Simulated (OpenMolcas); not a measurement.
**Mn²⁺: CASSCF and CASPT2 terms and fine-structure levels**

Aim: the low terms and levels of Mn²⁺, with their order and spacing, then second-order correlation under several settings.

Method: state-averaged CASSCF and CASPT2, spin-orbit coupling by RASSI with atomic mean-field integrals. Code: OpenMolcas 26.06.

1 further run of the same task is left out (set aside as unsound or not needed).

## Step 1: What is computed

| Item | Value |
| --- | --- |
| Species | Mn²⁺ (manganese, Z = 25, 23 electrons) |
| Basis | ANO-RCC-VTZP [6s5p3d2f1g], 59 functions |
| Scalar Hamiltonian | DKH2, point nucleus |
| Inactive shells | 1s 2s 2p 3s 3p |
| Active space | 5 electrons in 5 orbitals (3d) |
| Some configurations of this space | 3d5 |
| Orbitals | optimised for each spin and parity, averaged over all roots |

Outer shells as boxes (Hund's rule):

3d5
```
3d [↑ ][↑ ][↑ ][↑ ][↑ ]
```

Each step is its own input file, run in one work folder so that later steps find the files of earlier ones. Labels, J, g values, rates, χT and fits are worked out afterwards by a script from the matrices that RASSI stores.

## Step 2: One- and two-electron integrals

a.inp

```
&GATEWAY
Coord
1

Mn 0.0 0.0 0.0
Basis=ANO-RCC-VTZP
Group=XYZ
NoMove
AngMom=0.0 0.0 0.0
AMFI
&SEWARD
```

Command:

```console
$ OMP_NUM_THREADS=1 MOLCAS_MEM=1689 MOLCAS_PROJECT=a pymolcas a.inp > a.log
```

## Step 3: CASSCF: sextets of even parity, 1 root

a.inp

```
&RASSCF
FileOrb=start.orb
Symmetry=1
Spin=6
nActEl=5 0 0
Inactive=3 6
Ras2=5 0
CIRoot=1 1 1
SDav=1
CIMx=300
Iter=120 100
PrWF=0.3
OrbListing=Nothing
MaxOrb=0
Atom
>>> COPY $Project.JobIph JOB001
```

start.orb holds the contracted functions of the basis, ordered by shell, or the orbitals of the step before.

## Step 4: Reference wave functions, quartets of even parity, 24 roots

a.inp

```
&RASSCF
FileOrb=start.orb
Symmetry=1
Spin=4
nActEl=5 0 0
Inactive=3 6
Ras2=5 0
CIRoot=24 24 1
SDav=24
CIMx=300
Iter=120 100
PrWF=0.3
OrbListing=Nothing
MaxOrb=0
Atom
>>> COPY $Project.JobIph JOB002
```

## Step 5: CASSCF: doublets of even parity, 75 roots

a.inp

```
&RASSCF
FileOrb=start.orb
Symmetry=1
Spin=2
nActEl=5 0 0
Inactive=3 6
Ras2=5 0
CIRoot=75 75 1
SDav=75
CIMx=300
Iter=120 100
PrWF=0.3
OrbListing=Nothing
MaxOrb=0
Atom
>>> COPY $Project.JobIph JOB003
```

## Step 6: State interaction with spin-orbit coupling

a.inp

```
&RASSI
NrOfJobIphs=3 1 24 75
1
1 2 3 4 5 6 7 8 9 10 11 12 13 14 15 16 17 18 19 20 21 22 23 24
1 2 3 4 5 6 7 8 9 10 11 12 13 14 15 16 17 18 19 20 21 22 23 24 25 26 27
28 29 30 31 32 33 34 35 36 37 38 39 40 41 42 43 44 45 46 47 48 49 50 51
52 53 54 55 56 57 58 59 60 61 62 63 64 65 66 67 68 69 70 71 72 73 74 75
IphNames
JOB001
JOB002
JOB003
EJob
SpinOrbit
DIPRint=1.0
SOCoupling=1000.0
Subsets=2
MEES
Property=10
'ANGMOM' 1 'ANGMOM' 2 'ANGMOM' 3 'MLTPL  1' 1 'MLTPL  1' 2 'MLTPL  1' 3
'AMFI' 1 'AMFI' 2 'AMFI' 3 'MLTPL  2' 6
SOProperty=3
'ANGMOM' 1 'ANGMOM' 2 'ANGMOM' 3
```

## Step 7: CASPT2: IPEA 0.25, imaginary shift 0.1 (closed shells correlated: 3s 3p)

a.inp

```
>>> COPY JOB001 $Project.JobIph
&CASPT2
Multistate=1 1
Frozen=2 3
IPEA=0.25
Imaginary=0.1
MaxIter=60
WThr=0.0 0.3 0.05
PrWF=0.5
NoMix
>>> COPY JOB002 $Project.JobIph
&CASPT2
Multistate=24 1 2 3 4 5 6 7 8 9 10 11 12 13 14 15 16 17 18 19 20 21 22
23 24
Frozen=2 3
IPEA=0.25
Imaginary=0.1
MaxIter=60
WThr=0.0 0.3 0.05
PrWF=0.5
NoMix
>>> COPY JOB003 $Project.JobIph
&CASPT2
Multistate=75 1 2 3 4 5 6 7 8 9 10 11 12 13 14 15 16 17 18 19 20 21 22
23 24 25 26 27 28 29 30 31 32 33 34 35 36 37 38 39 40 41 42 43 44 45 46
47 48 49 50 51 52 53 54 55 56 57 58 59 60 61 62 63 64 65 66 67 68 69 70
71 72 73 74 75
NoMult
Frozen=2 3
IPEA=0.25
Imaginary=0.1
MaxIter=60
WThr=0.0 0.3 0.05
PrWF=0.5
NoMix
```

## Step 8: CASPT2: IPEA 0, imaginary shift 0.1 (closed shells correlated: 3s 3p)

Changes to a.inp since step 7:

```diff
@@ -4,3 +4,3 @@
 Frozen=2 3
-IPEA=0.25
+IPEA=0.0
 Imaginary=0.1
@@ -15,3 +15,3 @@
 Frozen=2 3
-IPEA=0.25
+IPEA=0.0
 Imaginary=0.1
@@ -29,3 +29,3 @@
 Frozen=2 3
-IPEA=0.25
+IPEA=0.0
 Imaginary=0.1
```

## Step 9: CASPT2: IPEA 0.25, imaginary shift 0.1 (closed shells correlated: 3s 3p), extended multistate

a.inp

```
>>> COPY JOB001 $Project.JobIph
&CASPT2
Multistate=1 1
Frozen=2 3
IPEA=0.25
Imaginary=0.1
MaxIter=60
WThr=0.0 0.3 0.05
PrWF=0.5
NoMix
>>> COPY JOB002 $Project.JobIph
&CASPT2
XMultistate=24 1 2 3 4 5 6 7 8 9 10 11 12 13 14 15 16 17 18 19 20 21 22
23 24
Frozen=2 3
IPEA=0.25
Imaginary=0.1
MaxIter=60
WThr=0.0 0.3 0.05
PrWF=0.5
NoMix
>>> COPY JOB003 $Project.JobIph
&CASPT2
XMultistate=75 1 2 3 4 5 6 7 8 9 10 11 12 13 14 15 16 17 18 19 20 21 22
23 24 25 26 27 28 29 30 31 32 33 34 35 36 37 38 39 40 41 42 43 44 45 46
47 48 49 50 51 52 53 54 55 56 57 58 59 60 61 62 63 64 65 66 67 68 69 70
71 72 73 74 75
Frozen=2 3
IPEA=0.25
Imaginary=0.1
MaxIter=60
WThr=0.0 0.3 0.05
PrWF=0.5
NoMix
```

## Step 10: CASPT2: IPEA 0.25, imaginary shift 0.1 (closed shells correlated: none)

a.inp

```
>>> COPY JOB001 $Project.JobIph
&CASPT2
Multistate=1 1
Frozen=3 6
IPEA=0.25
Imaginary=0.1
MaxIter=60
WThr=0.0 0.3 0.05
PrWF=0.5
NoMix
>>> COPY JOB002 $Project.JobIph
&CASPT2
Multistate=24 1 2 3 4 5 6 7 8 9 10 11 12 13 14 15 16 17 18 19 20 21 22
23 24
Frozen=3 6
IPEA=0.25
Imaginary=0.1
MaxIter=60
WThr=0.0 0.3 0.05
PrWF=0.5
NoMix
>>> COPY JOB003 $Project.JobIph
&CASPT2
Multistate=75 1 2 3 4 5 6 7 8 9 10 11 12 13 14 15 16 17 18 19 20 21 22
23 24 25 26 27 28 29 30 31 32 33 34 35 36 37 38 39 40 41 42 43 44 45 46
47 48 49 50 51 52 53 54 55 56 57 58 59 60 61 62 63 64 65 66 67 68 69 70
71 72 73 74 75
NoMult
Frozen=3 6
IPEA=0.25
Imaginary=0.1
MaxIter=60
WThr=0.0 0.3 0.05
PrWF=0.5
NoMix
```

## Step 11: CASPT2: IPEA 0.25, imaginary shift 0.1 (closed shells correlated: 2s 2p 3s 3p)

Changes to a.inp since step 10:

```diff
@@ -3,3 +3,3 @@
 Multistate=1 1
-Frozen=3 6
+Frozen=1 0
 IPEA=0.25
@@ -14,3 +14,3 @@
 23 24
-Frozen=3 6
+Frozen=1 0
 IPEA=0.25
@@ -28,3 +28,3 @@
 NoMult
-Frozen=3 6
+Frozen=1 0
 IPEA=0.25
```

## Step 12: CASPT2: IPEA 0.25, real shift 0.2 (closed shells correlated: 3s 3p)

Changes to a.inp since step 11:

```diff
@@ -3,5 +3,5 @@
 Multistate=1 1
-Frozen=1 0
+Frozen=2 3
 IPEA=0.25
-Imaginary=0.1
+Shift=0.2
 MaxIter=60
@@ -14,5 +14,5 @@
 23 24
-Frozen=1 0
+Frozen=2 3
 IPEA=0.25
-Imaginary=0.1
+Shift=0.2
 MaxIter=60
@@ -28,5 +28,5 @@
 NoMult
-Frozen=1 0
+Frozen=2 3
 IPEA=0.25
-Imaginary=0.1
+Shift=0.2
 MaxIter=60
```

(Steps that only read results are left out.)

What does the calculation give? Wanted: lowest level; first excited level; spin-orbit lowering of the lowest level; strongest of the lines computed, by gA.

As calculated:

```
                                                                                   quantity                                                                        value
                                                                                     method  SS-CASPT2, IPEA 0.25, imaginary shift 0.1 (closed shells correlated: 3s 3p)
                                                                               lowest level                                    3d5 6S 5/2, 100 % of that term, g = 2.002
                                                                ground level listed by NIST                                                                        6S5/2
                                                                        first excited level                                                     3d5 4G 5/2 at 27910 cm-1
                                                    spin-orbit lowering of the lowest level                                                                    17.2 cm-1
strongest of the lines computed, by gA (one parity, so forbidden lines), at CASSCF energies                      3d5 2D 5/2(3) → 3d5 2F 7/2(1), 173 nm, A = 2.90e+01 s⁻¹
```

What each method costs and misses:

```tsv
method	time of its own steps	time with the reference	mean absolute difference from the measured levels (cm-1)
A. CASSCF	23 s	23 s	9100
B. SS-CASPT2, IPEA 0.25, imaginary shift 0.1, +3s 3p	10 s	33 s	1900
C. SS-CASPT2, IPEA 0, imaginary shift 0.1, +3s 3p	11 s	34 s	1400
D. XMS-CASPT2, IPEA 0.25, imaginary shift 0.1, +3s 3p	16 s	39 s	1700
E. SS-CASPT2, IPEA 0.25, imaginary shift 0.1, +none	4.8 s	28 s	4200
F. SS-CASPT2, IPEA 0.25, imaginary shift 0.1, +2s 2p 3s 3p	14 s	37 s	1900
G. SS-CASPT2, IPEA 0.25, real shift 0.2, +3s 3p	9.9 s	33 s	1900
```

Times are of one thread on a shared host.

What this shows: Second-order correlation (method B) scales the levels of the lowest configuration above 5000 cm⁻¹ by 0.83 to 0.89. Method C lies closest to the measured levels (1400 cm⁻¹ on average) and A farthest (9100). Only the configurations of the active space and the roots asked for are present. CASPT2 does not keep the components of a term degenerate, and the means are used. Only valence configurations of the active space appear, up to the ionisation limit; * or ° marks odd parity.
